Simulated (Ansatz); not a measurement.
# C2H7GaGe: a ladder of functionals and wavefunction methods

Aim: compute C2H7GaGe with functionals from several rungs and with coupled cluster. The yardstick is the atomisation energy at the CCSD(T) limit.

Program: Ansatz 0.2.0, Gaussian basis. Level of theory: functionals in def2-TZVPP, the program's frozen cores in correlated methods. These are calculated values, not measurements.

The runs, in order: LDA (SPW92), PBE-D4, revPBE-D4, BLYP-D4, r2SCAN-D4, B97M-V, PBE0-D4, B3LYP-D4, r2SCANh-D4, r2SCAN0-D4, HSE06-D4, BHLYP-D4, CAM-B3LYP-D4, LC-ωPBE, ωB97X-V, ωB97M-V, B2PLYP, PBE-QIDH; CCSD(T)/def2-SVP; CCSD(T)/def2-TZVPP; MP2/def2-QZVPP; extrapolation to the limit; RPA on PBE.

**1. The relaxed structure**

All runs share one geometry, relaxed beforehand with PBE0-D4 in a triple-zeta def2 set.

SMILES `C=[CH][GaH][GeH3]`, 11 atoms, charge 0, spin multiplicity 1.

Atoms are counted from 1 here; the program's logs count them from 0.

Bond lengths: C1–C2 1.334 Å, C1–H5 1.088 Å, C1–H6 1.088 Å, C2–Ga3 1.953 Å, C2–H7 1.089 Å, Ga3–Ge4 2.446 Å, Ga3–H8 1.573 Å, Ge4–H9 1.542 Å, Ge4–H10 1.542 Å, Ge4–H11 1.542 Å. Angles: C2–C1–H5 121.9°, C2–C1–H6 122.5°, H5–C1–H6 115.6°, C1–C2–Ga3 121.3°, C1–C2–H7 117.7°, Ga3–C2–H7 121.0°, C2–Ga3–Ge4 118.9°, C2–Ga3–H8 120.7°, Ge4–Ga3–H8 120.4°, Ga3–Ge4–H9 111.1°, Ga3–Ge4–H10 111.1°, Ga3–Ge4–H11 113.9°, H9–Ge4–H10 106.6°, H9–Ge4–H11 106.9°, H10–Ge4–H11 106.9°.

**2. LDA**

This LDA is Slater exchange with PW92 correlation.

The input, in.yaml:

```yaml
crystal:
  periodic: [false, false, false]
  atoms:
    - {symbol: C, position_ang: [-0.339022, 1.955357, 0.504640]}
    - {symbol: C, position_ang: [-0.148669, 1.007694, 1.423571]}
    - {symbol: Ga, position_ang: [0.175309, -0.848728, 0.912331]}
    - {symbol: Ge, position_ang: [0.221641, -1.430377, -1.463332]}
    - {symbol: H, position_ang: [-0.321989, 1.734666, -0.560303]}
    - {symbol: H, position_ang: [-0.519824, 2.996196, 0.766522]}
    - {symbol: H, position_ang: [-0.179052, 1.304204, 2.470921]}
    - {symbol: H, position_ang: [0.403406, -1.955969, 2.006437]}
    - {symbol: H, position_ang: [1.579604, -2.044227, -1.858618]}
    - {symbol: H, position_ang: [-0.852100, -2.485399, -1.797388]}
    - {symbol: H, position_ang: [-0.019313, -0.233427, -2.404781]}
basis:
  gaussian: {orbitals: def2-TZVPP}
hamiltonian: {xc: lda}
output: {orbitals: {seedname: orbitals}}
```

After this run come: PBE-D4 (GGA); revPBE-D4 (GGA); BLYP-D4 (GGA); r2SCAN-D4 (meta-GGA); B97M-V (meta-GGA); PBE0-D4 (hybrid); B3LYP-D4 (hybrid); r2SCANh-D4 (hybrid); r2SCAN0-D4 (hybrid); HSE06-D4 (hybrid); BHLYP-D4 (hybrid); CAM-B3LYP-D4 (range-separated); LC-ωPBE (range-separated); ωB97X-V (range-separated); ωB97M-V (range-separated); B2PLYP (double hybrid); PBE-QIDH (double hybrid); CCSD(T) in def2-SVP; CCSD(T) in def2-TZVPP; MP2 in def2-QZVPP; RPA on PBE orbitals.

Before running them: what should the planned runs give, taken together? Wanted: atomisation energy, CCSD(T)/CBS; farthest beyond LDA; mean size of error, GGA; mean size of error, meta-GGA; mean size of error, hybrid; mean size of error, range-separated; mean size of error, double hybrid; gap, smallest and largest; T1 diagnostic.

As calculated:

| quantity | value |
| --- | --- |
| atomisation energy, CCSD(T)/CBS | 844.3 kcal/mol |
| functionals within 8.4 kcal/mol (1.0 %) | PBE-D4, r2SCAN-D4, B97M-V, PBE0-D4, B3LYP-D4, r2SCANh-D4, HSE06-D4, CAM-B3LYP-D4, ωB97X-V, ωB97M-V, PBE-QIDH |
| farthest beyond LDA | BHLYP-D4 (-21.4 kcal/mol) |
| mean size of error, GGA | 10.5 kcal/mol |
| mean size of error, meta-GGA | 1.8 kcal/mol |
| mean size of error, hybrid | 8.6 kcal/mol |
| mean size of error, range-separated | 4.5 kcal/mol |
| mean size of error, double hybrid | 10.0 kcal/mol |
| gap, smallest and largest | 3.41 eV (LDA (SPW92)), 10.02 eV (LC-ωPBE) |
| T1 diagnostic | 0.0125 |
| triples share of the correlation energy | 4.0 % |

What this shows: LDA overbinds by 105.3 kcal/mol (12 %). PBE-D4 misses by +1.7 kcal/mol. Double hybrids carry the basis error of their MP2 part in triple zeta, and no dispersion term here, so their miss is partly the set-up's. The rungs meta-GGA, range-separated miss on average by less than the doubt on the reference (8.4 kcal/mol), so they tie. Misses under about 8.4 kcal/mol are within the doubt on the reference itself, which lacks core-valence correlation, relativity and higher excitations, and its outer-core shells are covered unevenly. Hartree-Fock recovers 74 % of the binding; the rest is correlation. CCSD(T) in def2-SVP is off by -41.8 kcal/mol, worse than the median functional, from the basis alone. The gap grows from 3.4 to 10.0 eV across the functionals, mostly with the share of exact exchange. Correlated methods include outer-core shells of Ga, Ge, which these sets cover unevenly.
